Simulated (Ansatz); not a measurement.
Geometry optimisation, DFT LDA, scalar-relativistic, plane waves, PAW in Ansatz 0.2.0.

input.yaml

```yaml
crystal:
  lattice:
    - [10.86, 0.0, 0.0]
    - [0.0, 10.86, 0.0]
    - [0.0, 0.0, 10.86]
  atoms:
    - { symbol: Ga, position: [0.375, 0.125, -0.125], spin: 1.0 }
    - { symbol: Si, position: [0.625, 0.125, 0.125] }
    - { symbol: Si, position: [0.75, 0.25, 0.0] }
    - { symbol: Si, position: [0.875, 0.375, 0.125] }
    - { symbol: Si, position: [0.75, 0.0, 0.25] }
    - { symbol: Si, position: [0.875, 0.125, 0.375] }
    - { symbol: Si, position: [0.0, 0.0, 0.0] }
    - { symbol: Si, position: [0.125, 0.125, 0.125] }
    - { symbol: Si, position: [0.25, 0.25, 0.0] }
    - { symbol: Si, position: [0.375, 0.375, 0.125] }
    - { symbol: Si, position: [0.5, 0.5, 0.0] }
    - { symbol: Si, position: [0.625, 0.625, 0.125] }
    - { symbol: Si, position: [0.75, 0.75, 0.0] }
    - { symbol: Si, position: [0.875, 0.875, 0.125] }
    - { symbol: Si, position: [0.25, 0.0, 0.25] }
    - { symbol: Si, position: [0.375, 0.125, 0.375] }
    - { symbol: Si, position: [0.5, 0.25, 0.25] }
    - { symbol: Si, position: [0.625, 0.375, 0.375] }
    - { symbol: Si, position: [0.75, 0.5, 0.25] }
    - { symbol: Si, position: [0.875, 0.625, 0.375] }
    - { symbol: Si, position: [0.5, 0.0, 0.5] }
    - { symbol: Si, position: [0.625, 0.125, 0.625] }
    - { symbol: Si, position: [0.75, 0.25, 0.5] }
    - { symbol: Si, position: [0.875, 0.375, 0.625] }
    - { symbol: Si, position: [0.75, 0.0, 0.75] }
    - { symbol: Si, position: [0.875, 0.125, 0.875] }
    - { symbol: Si, position: [0.0, 0.5, 0.0] }
    - { symbol: Si, position: [0.125, 0.625, 0.125] }
    - { symbol: Si, position: [0.25, 0.75, 0.0] }
    - { symbol: Si, position: [0.375, 0.875, 0.125] }
    - { symbol: Si, position: [0.0, 0.25, 0.25] }
    - { symbol: Si, position: [0.125, 0.375, 0.375] }
    - { symbol: Si, position: [0.25, 0.5, 0.25] }
    - { symbol: Si, position: [0.375, 0.625, 0.375] }
    - { symbol: Si, position: [0.5, 0.75, 0.25] }
    - { symbol: Si, position: [0.625, 0.875, 0.375] }
    - { symbol: Si, position: [0.0, 0.0, 0.5] }
    - { symbol: Si, position: [0.125, 0.125, 0.625] }
    - { symbol: Si, position: [0.25, 0.25, 0.5] }
    - { symbol: Si, position: [0.375, 0.375, 0.625] }
    - { symbol: Si, position: [0.5, 0.5, 0.5] }
    - { symbol: Si, position: [0.625, 0.625, 0.625] }
    - { symbol: Si, position: [0.75, 0.75, 0.5] }
    - { symbol: Si, position: [0.875, 0.875, 0.625] }
    - { symbol: Si, position: [0.25, 0.0, 0.75] }
    - { symbol: Si, position: [0.5, 0.25, 0.75] }
    - { symbol: Si, position: [0.625, 0.375, 0.875] }
    - { symbol: Si, position: [0.75, 0.5, 0.75] }
    - { symbol: Si, position: [0.875, 0.625, 0.875] }
    - { symbol: Si, position: [0.0, 0.75, 0.25] }
    - { symbol: Si, position: [0.125, 0.875, 0.375] }
    - { symbol: Si, position: [0.0, 0.5, 0.5] }
    - { symbol: Si, position: [0.125, 0.625, 0.625] }
    - { symbol: Si, position: [0.25, 0.75, 0.5] }
    - { symbol: Si, position: [0.375, 0.875, 0.625] }
    - { symbol: Si, position: [0.0, 0.25, 0.75] }
    - { symbol: Si, position: [0.125, 0.375, 0.875] }
    - { symbol: Si, position: [0.25, 0.5, 0.75] }
    - { symbol: Si, position: [0.375, 0.625, 0.875] }
    - { symbol: Si, position: [0.5, 0.75, 0.75] }
    - { symbol: Si, position: [0.625, 0.875, 0.875] }
    - { symbol: Si, position: [0.0, 0.75, 0.75] }
    - { symbol: Si, position: [0.125, 0.875, 0.875] }
magnetization:
  spin_polarized: true
basis:
  ecutwfc: 420.0
kpoints:
  mp_grid: { grid: [1, 1, 1] }
hamiltonian:
  xc: lda
  pseudopotentials: { kind: paw, azcp: { folder: soft_1 } }
scf:
  occupations: { method: gaussian, width: 0.05 }
  lower_state_search: "off"
relax:
  f_tol: 0.03
  max_steps: 60
  adjacent_minimum: "off"
```

Run as:

```bash
$ ansatz run input.yaml --threads 4 --pin off --max-ram 10240MiB --backend cpu --events-out ev --progress --plain --runs-dir out
```

Where does it end, and by what steps?

It converged. Limits of this set-up: coarse k mesh, PAW files made for another functional. After 2 steps the energy has fallen by 0.128 eV; Ga1 moved furthest, 0.08 Å.

```json
{"step": "0", "energy less start (eV)": "0.0000", "largest force component (eV/Å)": "0.629", "accepted": "yes"}
{"step": "1", "energy less start (eV)": "-0.1190", "largest force component (eV/Å)": "0.097", "accepted": "yes"}
{"step": "2", "energy less start (eV)": "-0.1283", "largest force component (eV/Å)": "0.024", "accepted": "yes"}
```

```xyz
63
Lattice="10.8600 0.0000 0.0000 0.0000 10.8600 0.0000 0.0000 0.0000 10.8600" Properties=species:S:1:pos:R:3
Ga 4.026 1.404 -1.404
Si 6.771 1.367 1.341
Si 8.136 2.712 -0.020
Si 9.496 4.067 1.376
Si 8.120 0.009 2.690
Si 9.505 1.351 4.075
Si -0.003 0.001 -0.001
Si 1.333 1.361 1.380
Si 2.712 2.718 0.080
Si 4.069 4.097 1.380
Si 5.429 5.433 -0.001
Si 6.780 6.798 1.350
Si 8.120 8.170 -0.009
Si 9.492 9.510 1.350
Si 2.718 0.020 2.706
Si 4.076 1.354 4.078
Si 5.410 2.712 2.706
Si 6.806 4.067 4.066
Si 8.139 5.444 2.709
Si 9.509 6.781 4.079
Si 5.429 0.001 5.427
Si 6.810 1.361 6.763
Si 8.164 2.715 5.415
Si 9.516 4.066 6.794
Si 8.136 0.020 8.148
Si 9.508 1.354 9.506
Si 0.004 5.426 0.006
Si 1.363 6.794 1.376
Si 2.718 8.154 -0.020
Si 4.063 9.519 1.341
Si -0.015 2.715 2.734
Si 1.364 4.066 4.086
Si 2.715 5.445 2.734
Si 4.079 6.785 4.075
Si 5.421 8.170 2.690
Si 6.780 9.510 4.062
Si 0.004 -0.006 5.434
Si 1.379 1.347 6.809
Si 2.724 2.706 5.441
Si 4.083 4.051 6.809
Si 5.436 5.426 5.434
Si 6.806 6.794 6.793
Si 8.139 8.151 5.416
Si 9.496 9.484 6.793
Si 2.712 -0.080 8.142
Si 5.510 2.718 8.142
Si 6.810 4.097 9.499
Si 8.164 5.445 8.145
Si 9.505 6.785 9.509
Si -0.014 8.151 2.709
Si 1.363 9.484 4.066
Si 0.004 5.426 5.434
Si 1.364 6.774 6.794
Si 2.715 8.126 5.415
Si 4.069 9.480 6.763
Si 0.011 2.706 8.154
Si 1.379 4.051 9.513
Si 2.724 5.419 8.154
Si 4.076 6.782 9.506
Si 5.410 8.154 8.148
Si 6.771 9.519 9.493
Si -0.015 8.126 8.145
Si 1.333 9.480 9.499
```

Whether the end is a true minimum wasn't checked by a vibrational analysis.

Time of the run: 28 s on 4 threads of Arm Neoverse V2, with other jobs on the host, peak memory 1.5 GiB.
